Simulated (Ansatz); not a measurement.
# CoSi2: the cost of one run

Computed with Ansatz 0.2.0 (DFT PBE, scalar-relativistic, plane waves, PAW, unless a step's input says otherwise).

24 further runs of the same task are left out: 24 set aside as unsound or not needed.

## 1. The structure to begin with

The structure is cubic, space group Fm-3m (No. 225). Conventional cell: a = 5.431 Å, b = 5.431 Å, c = 5.431 Å, α = 90.00°, β = 90.00°, γ = 90.00°. Co (site symmetry m-3m) has 8 Si at 2.35 Å as nearest neighbours. Si (site symmetry -43m) is surrounded by 4 Co at 2.35 Å.

Structure file:

```xyz
3
Lattice="0.0000 2.7154 2.7154 2.7154 0.0000 2.7154 2.7154 2.7154 0.0000" Properties=species:S:1:pos:R:3 pbc="T T T"
Co    0.0000    0.0000    0.0000
Si    1.3577    1.3577    1.3577
Si    4.0731    4.0731    4.0731
```

## 2. Volume 13.348 Å³ an atom, total moment held at 0.275 muB a cell

The input, input.yaml:

```yaml
crystal:
  lattice:
    - [0.0, 2.7154125383, 2.7154125383]
    - [2.7154125383, 0.0, 2.7154125383]
    - [2.7154125383, 2.7154125383, 0.0]
  atoms:
    - { symbol: Co, position: [0.0, 0.0, 0.0], spin: 0.275 }
    - { symbol: Si, position: [0.25, 0.25, 0.25] }
    - { symbol: Si, position: [0.75, 0.75, 0.75] }
basis:
  ecutwfc: 520.0
kpoints:
  mp_grid: { grid: [14, 14, 14] }
hamiltonian:
  xc: pbe
  pseudopotentials: { kind: paw, azcp: { folder: soft_1 } }
scf:
  occupations: { method: gaussian, width: 0.15 }
  lower_state_search: "off"
output:
  forces: true
  stress: true
  eigenvalues: true
  populations: true
magnetization:
  spin_polarized: true
  initial_magnetization: 0.275
  spin_locking: { lock_magnetization: hard }
```

Started as:

```sh
$ ansatz run input.yaml --threads 2 --pin off --max-ram 4096MiB --backend cpu --events-out ev --progress --plain --runs-dir out
```

Q: Estimate wall time and peak memory on 2 threads of Arm Neoverse N1, shared host.

About 14 s, with a peak of 0.42 GiB.
